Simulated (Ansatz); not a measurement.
# Sn2H6: one molecule under many settings

Program: Ansatz 0.2.0, Gaussian basis. Level of theory: the settings change from run to run. These are calculated values, not measurements.

### 1 The geometry

An earlier PBE0-D4/def2-TZVP relaxation fixed the geometry. Sn takes a core potential in def2 sets; no spin-orbit term is included.

SMILES `[SnH3][SnH3]`, 8 atoms, charge 0, spin multiplicity 1.

Atoms are counted from 1 here; the program's logs count them from 0.

Bond lengths: Sn1–Sn2 2.767 Å, Sn1–H3 1.707 Å, Sn1–H4 1.707 Å, Sn1–H5 1.707 Å, Sn2–H6 1.707 Å, Sn2–H7 1.707 Å, Sn2–H8 1.707 Å. Angles: Sn2–Sn1–H3 110.6°, Sn2–Sn1–H4 110.6°, Sn2–Sn1–H5 110.6°, H3–Sn1–H4 108.3°, H3–Sn1–H5 108.3°, H4–Sn1–H5 108.3°, Sn1–Sn2–H6 110.6°, Sn1–Sn2–H7 110.6°, Sn1–Sn2–H8 110.6°, H6–Sn2–H7 108.3°, H6–Sn2–H8 108.3°, H7–Sn2–H8 108.3°.

### 2 B97M-V/x2c-TZVPPall

Options: coordinates scaled by 0.92.

in.yaml reads:

```yaml
crystal:
  periodic: [false, false, false]
  atoms:
    - {symbol: Sn, position_ang: [-0.681290, 0.452287, -0.970929]}
    - {symbol: Sn, position_ang: [0.702650, -0.465575, 0.957934]}
    - {symbol: H, position_ang: [-0.489952, -0.427939, -2.257872]}
    - {symbol: H, position_ang: [-2.208049, 0.460109, -0.601294]}
    - {symbol: H, position_ang: [-0.248723, 1.923654, -1.310980]}
    - {symbol: H, position_ang: [0.497793, 0.405491, 2.249046]}
    - {symbol: H, position_ang: [2.231078, -0.457995, 0.595320]}
    - {symbol: H, position_ang: [0.281316, -1.942564, 1.287530]}
basis:
  gaussian: {orbitals: x2c-TZVPPall}
hamiltonian: {xc: {name: B97M-V}}
```

Command:

```bash
$ ansatz run in.yaml --threads 2 --pin off --events-out ev --progress --plain --max-ram 4352MiB
```

Q: Estimate wall time and peak memory on 2 threads of AMD EPYC 9R45, shared host.

About 4 s, with a peak of 0.38 GiB.
